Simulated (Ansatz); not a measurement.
# Ru: strong compression

How does Ru (hcp type) answer strong compression? Methods of the runs shown: PAW.

Computed with Ansatz 0.2.0 (DFT, PBEsol, PAW with Ansatz's default frozen-core files, scalar-relativistic, unless a step's input says otherwise).

### 1 The starting structure

It takes space group P6_3/mmc (No. 194, hexagonal). Conventional cell: a = 2.684 Å, b = 2.684 Å, c = 4.349 Å, α = 90.00°, β = 90.00°, γ = 120.00°. Ru (site symmetry -6m2) is surrounded by 12 Ru at 2.67 to 2.68 Å.

Coordinates:

```cif
data_structure
_symmetry_space_group_name_H-M 'P 1'
_symmetry_Int_Tables_number 1
_cell_length_a 2.6844
_cell_length_b 2.6844
_cell_length_c 4.3488
_cell_angle_alpha 90.000
_cell_angle_beta 90.000
_cell_angle_gamma 120.000
_cell_volume 27.14
loop_
_atom_site_label
_atom_site_type_symbol
_atom_site_fract_x
_atom_site_fract_y
_atom_site_fract_z
_atom_site_occupancy
Ru1 Ru 0.33333 0.66667 0.25000 1
Ru2 Ru 0.66667 0.33333 0.75000 1
```

Whether this phase is the stable one at these pressures isn't tested.

Atoms are numbered in the order of the input: Ru1, Ru2.

### 2 Cell relaxed at zero pressure, PAW

input.yaml reads:

```yaml
crystal:
  lattice:
    - [2.684446372, 0.0, 0.0]
    - [-1.342223186, 2.3247987533, 0.0]
    - [0.0, 0.0, 4.3488031227]
  atoms:
    - { symbol: Ru, position: [0.3333333333, 0.6666666667, 0.25] }
    - { symbol: Ru, position: [0.6666666667, 0.3333333333, 0.75] }
kpoints:
  mp_grid: { grid: [18, 18, 10] }
scf:
  occupations: { method: fermi_dirac, width: 0.05 }
hamiltonian:
  xc: pbesol
  pseudopotentials: { kind: paw }
output:
  forces: true
  stress: true
relax:
  f_tol: 0.005
  max_steps: 40
  cell: {}
```

The run is started by

```bash
$ ansatz run input.yaml --threads 1 --pin off --max-ram 2048MiB --backend cpu --events-out ev --progress --plain --runs-dir out
```

The runs that follow: Volume scaled by 1, PAW; Shape and atoms relaxed at 0.94 of the volume, PAW; Volume scaled by 0.94, PAW; Shape and atoms relaxed at 0.88 of the volume, PAW; Volume scaled by 0.88, PAW; Shape and atoms relaxed at 0.8 of the volume, PAW; Volume scaled by 0.8, PAW; Shape and atoms relaxed at 0.72 of the volume, PAW; Volume scaled by 0.72, PAW; Shape and atoms relaxed at 0.64 of the volume, PAW; Volume scaled by 0.64, PAW; Shape and atoms relaxed at 0.55 of the volume, PAW; Volume scaled by 0.55, PAW; Shape and atoms relaxed at 0.45 of the volume, PAW; Volume scaled by 0.45, PAW; Volume scaled by 0.45, PAW (partial_waves polarizable).

Q: Predict the outcome of this session. Wanted: PAW pressure at 0.45 of the volume; PAW; fitted bulk modulus at zero pressure.

As calculated:

| quantity | value |
| --- | --- |
| PAW pressure at 0.45 of the volume | 1603.5 GPa |
| PAW (partial_waves polarizable) pressure at 0.45 of the volume | 1603.5 GPa |
| fitted bulk modulus at zero pressure (PAW) | 370 GPa |
| its pressure derivative | 4.19 |

**Reading.** At 0.45 of the starting volume PAW gives 1603 GPa. A third-order Birch-Murnaghan curve fits the range only roughly (B₀ = 370 GPa, B′ = 4.19, misfit at most 18.24 GPa). A fit over so wide a range leans to the high pressures, so B₀ can be off by several per cent. No all-electron run checks these rows here, and frozen cores can fail under such compression. The ions are at rest, and the electrons smeared by 0.05 eV.
